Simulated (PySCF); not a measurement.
# CH6Cl2Ga2: the cost of one run

The runs use PySCF 2.14.0, with density-fitted response routines of our own; the level of theory stands in each step. All values are computed, except where a source is named. Atoms count from 0, in the outputs and in this text.

## 1. The molecule as given

11 atoms, charge 0, multiplicity 1; geometry from: PBE0-D3(BJ)/def2-SVP.

Bonds of the start (Å): C0–Ga1 1.95, Ga1–Cl2 2.40, Cl2–Ga3 2.36, Ga3–Cl4 2.37, Cl4–Ga1 2.39, C0–H5 1.10, C0–H6 1.10, C0–H7 1.10, Ga1–H8 1.56, Ga3–H9 1.56, Ga3–H10 1.56.

## 2. Shielding tensors: PBE0/6-31G*

Job settings and geometry (Å):

```
{"job": {"kind": "nmr", "xc": "PBE0", "basis": "6-31G*", "pop": true}, "charge": 0, "multiplicity": 1}
C     -2.095460    -0.260527    -0.052991
Ga    -0.592524     0.984599    -0.099183
Cl     0.964453     0.235761     1.560315
Ga     2.442926    -0.541630    -0.113366
Cl     0.915446     0.180944    -1.772339
H     -2.246253    -0.704200    -1.048361
H     -3.022747     0.247839     0.249951
H     -1.883464    -1.069196     0.661343
H     -0.437454     2.532464    -0.120971
H      2.357727    -2.094605    -0.087942
H      3.634790     0.456441    -0.152061
```

Level: GIAO PBE0/6-31G* NMR shielding, non-relativistic, gas phase.

The run is started by

```bash
$ OMP_NUM_THREADS=1 python probes_run.py task.json out
```

One launch serves the whole session: the jobs run in the order shown.

Q: Estimate the wall time and peak memory of this first job on 1 thread of Arm Neoverse V2, shared host.

About 16 s, with a peak of 0.87 GiB.
